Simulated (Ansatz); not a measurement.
**CSSe: energy of protonation at one site in Python**

A script is to give the energy of protonation at one site; the system is CSSe.

Computed with Ansatz 0.2.0, driven from Python. Level of theory: Hartree-Fock/def2-SVP.

## (1) Starting point

Bond lengths: S1–C2 1.679 Å, C2–Se3 1.954 Å. Angles: S1–C2–Se3 178.9°.

Input file csse.xyz:

```xyz
3

S     1.26540   -1.12370    0.55200
C     0.05730   -0.07870    0.03480
Se   -1.33370    1.13760   -0.60000
```

## (2) Script

Input file pa_csse.py:

```python
"""Adding a proton to CSSe."""

from dataclasses import dataclass
import logging
import sys
import warnings

import ansatz
import numpy as np

logging.basicConfig(stream=sys.stdout, format="%(name)s: %(message)s")
logger = logging.getLogger("calc")
logger.setLevel(logging.INFO)


@dataclass(frozen=True)
class Settings:
    basis_set: str = "def2-SVP"
    functional: str = "hf"
    charge: int = 1
    fmax: float = 0.01


settings = Settings()


def main() -> None:
    warnings.simplefilter("ignore", ansatz.DeckWarning)

    csse = ansatz.Crystal.molecule_from_extxyz("csse.xyz")

    base = (
        csse.calculation()
        .basis(gaussian=settings.basis_set)
        .functional(settings.functional)
    )
    symbols = [site.symbol for site in csse.cartesian_sites]
    start = np.array([site.position_ang for site in csse.cartesian_sites], dtype=float)
    summary = base.relax(force_tolerance=0.01, max_steps=100).run(threads=1).report
    end = np.array(summary["positions_ang"])

    # start the new hydrogen opposite the existing bonds
    away = sum((end[0] - end[j]) / np.linalg.norm(end[0] - end[j]) for j in [1]) + np.array([0.15, 0.1, -0.2])
    proton = end[0] + 1.4 * away / np.linalg.norm(away)
    acid = ansatz.Crystal.molecule()
    for symbol, place in zip(symbols, end):
        acid = acid.atom(symbol, place.tolist())
    acid = acid.atom("H", proton.tolist())
    protonated = acid.calculation()
    protonated = protonated.basis(gaussian=settings.basis_set)
    protonated = protonated.functional(settings.functional)
    protonated = protonated.charge(settings.charge).relax(force_tolerance=settings.fmax, max_steps=80)
    after = protonated.run(threads=1).report
    xyz = np.array(after["positions_ang"])
    reach = np.linalg.norm(xyz[:-1] - xyz[-1], axis=1)
    logger.info(f"base {summary['free_energy_ev']:.5f} eV, protonated {after['free_energy_ev']:.5f} eV")
    logger.info(f"the proton ends {reach.min():.3f} A from {symbols[reach.argmin()]}{reach.argmin()}")
    logger.info(f"electronic proton affinity {96.485332 * (summary['free_energy_ev'] - after['free_energy_ev']):.1f} kJ/mol")


if __name__ == "__main__":
    main()
```

## (3) The input behind the calls

The package turns the script's settings into the engine's input (first run):

```yaml
crystal:
  periodic: [false, false, false]
  atoms:
    - { symbol: S, position_ang: [1.2654, -1.1237, 0.552] }
    - { symbol: C, position_ang: [0.0573, -0.0787, 0.0348] }
    - { symbol: Se, position_ang: [-1.3337, 1.1376, -0.6] }
basis:
  gaussian:
    orbitals: def2-SVP
hamiltonian:
  xc: hf
relax:
  f_tol: 0.01
  max_steps: 100
```

## (4) Running it

The run is started by

```bash
$ python pa_csse.py
```

**Question.** What results will this script give? Wanted: electronic proton affinity; moves of the relaxation of run 1; energy gained in run 1; last largest force component of run 1; moves of the relaxation of run 2; energy gained in run 2; last largest force component of run 2.

The runs gave:

```
                             quantity         value
           electronic proton affinity  696.8 kJ/mol
                        runs compared             2
     moves of the relaxation of run 1             4
               energy gained in run 1      1.523 eV
last largest force component of run 1   0.0011 eV/Å
     moves of the relaxation of run 2             8
               energy gained in run 2      3.051 eV
last largest force component of run 2   0.0076 eV/Å
```

**Reading.** Run 1: The relaxation took 4 moves; the largest shift is 0.223 Å, of atom 3 (Se). Run 2: The relaxation took 8 moves; the largest shift is 0.713 Å, of atom 4 (H). The proton is put on one chosen atom, which needn't be the most basic site, so the molecule's proton affinity can be higher; the ends are stationary points, not checked by frequencies, and zero-point and thermal terms count only where printed.
